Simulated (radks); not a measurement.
# The series with 35 electrons, Tm³⁴⁺ to Pt⁴³⁺

An exercise on one series of results from a longer session: the logs are not shown, and one member is left open.

The numbers are computed with radks (a radial shooting solver on a logarithmic mesh, Libxc functionals) version 1 (Dirac Kohn-Sham, PBEsol, spin-unpolarised, spherical densities, finite nucleus; open shells fill j = l - 1/2 first), except any that are marked as measured or tabulated.

## Starting point

| Item | Value |
| --- | --- |
| electrons | 35 |
| ions | Tm³⁴⁺, Yb³⁵⁺, Lu³⁶⁺, Hf³⁷⁺, Ta³⁸⁺, W³⁹⁺, Re⁴⁰⁺, Os⁴¹⁺, Ir⁴²⁺, Pt⁴³⁺ |
| configuration | NIST ground configuration of each |

The first run:

The run's settings:

```text
Z 69
configuration [Ar] 3d10 4s2 4p5 5s0 4d0
relativity Dirac
functional pbe_sol,pbe_sol
spin unpolarised
j_filling energy
nucleus finite rms 5.2256 fm
c 137.035999084
```

Among the steps run: Tm³⁴⁺, [Ar] 3d10 4s2 4p5; Yb³⁵⁺, [Ar] 3d10 4s2 4p5; Lu³⁶⁺, [Ar] 3d10 4s2 4p5; Hf³⁷⁺, [Ar] 3d10 4s2 4p5; Ta³⁸⁺, [Ar] 3d10 4s2 4p5; W³⁹⁺, [Ar] 3d10 4s2 4p5; Re⁴⁰⁺, [Ar] 3d10 4s2 4p5; Os⁴¹⁺, [Ar] 3d10 4s2 4p5; Ir⁴²⁺, [Ar] 3d10 4s2 4p5; Pt⁴³⁺, [Ar] 3d10 4s2 4p5.

One of the session's tables, all rows but one given; the rest of the session is left out.

```
  ion  E (hartree)  ε(4p1/2) (eV)  ε(4p3/2) (eV)  ε(4d3/2, empty) (eV)  ε(4d5/2, empty) (eV)
Tm³⁴⁺  -12929.2631        -1534.8        -1469.4               -1331.9               -1317.8
Yb³⁵⁺  -13370.3269        -1614.6        -1543.8               -1402.8               -1387.5
Lu³⁶⁺  -13820.0786        -1696.5        -1620.1               -1475.4               -1458.9
Hf³⁷⁺  -14278.6531        -1780.5        -1698.1               -1549.9               -1532.0
Ta³⁸⁺  -14746.0847        -1866.8        -1778.0               -1626.1               -1606.9
 W³⁹⁺            ?              ?              ?                     ?                     ?
Re⁴⁰⁺  -15707.9675        -2045.9        -1943.1               -1784.0               -1761.8
Os⁴¹⁺  -16202.6054        -2138.8        -2028.4               -1865.7               -1841.8
Ir⁴²⁺  -16706.5948        -2234.0        -2115.5               -1949.2               -1923.6
Pt⁴³⁺  -17219.9703        -2331.5        -2204.5               -2034.5               -2007.1
```

**Question.** Estimate the row for W³⁹⁺.

**Answer.** E (hartree): -15222.4821; ε(4p1/2) (eV): -1955.2; ε(4p3/2) (eV): -1859.6; ε(4d3/2, empty) (eV): -1704.2; ε(4d5/2, empty) (eV): -1683.5. In the column «E (hartree)» it lies between Re⁴⁰⁺ (-15707.9675) and Ta³⁸⁺ (-14746.0847).
